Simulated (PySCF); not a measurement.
# Br4Rh ([RhBr4]-): the cost of one run

Programs: PySCF 2.14.0, with routines of our own; each step states its level. All values are computed. Atoms count from 0.

### Step 1. The starting structure

5 atoms, charge -1, states of the metal's open shell are computed; geometry from: model geometry, bond lengths from ionic radii.

### Step 2. Ligand-field states: state-averaged CASSCF in water

Job settings and geometry (Å):

```
{"job": {"kind": "lf", "basis": {"metal": "x2c-TZVPall", "ligand": "x2c-SVPall"}, "nevpt": true, "solvent": "water"}, "charge": -1, "metal": "Rh", "open_shell": "d6"}
Rh     0.000000     0.000000     0.000000
Br     1.388527     1.388527     1.388528
Br    -1.388527    -1.388527     1.388528
Br    -1.388527     1.388527    -1.388528
Br     1.388527    -1.388527    -1.388528
```

With the program's defaults for keys left out, this is: state-averaged CASSCF of the metal d shell, SC-NEVPT2 on the averaged canonical orbitals, state-interaction spin-orbit coupling.

The run is started by

```sh
$ OMP_NUM_THREADS=1 python lf_run.py task.json out
```

This one command runs all jobs of the session in turn.

Q: Estimate the wall time and peak memory of this first job on 1 thread of Arm Neoverse V2, shared host.

About 41 s, with a peak of 0.6 GiB.
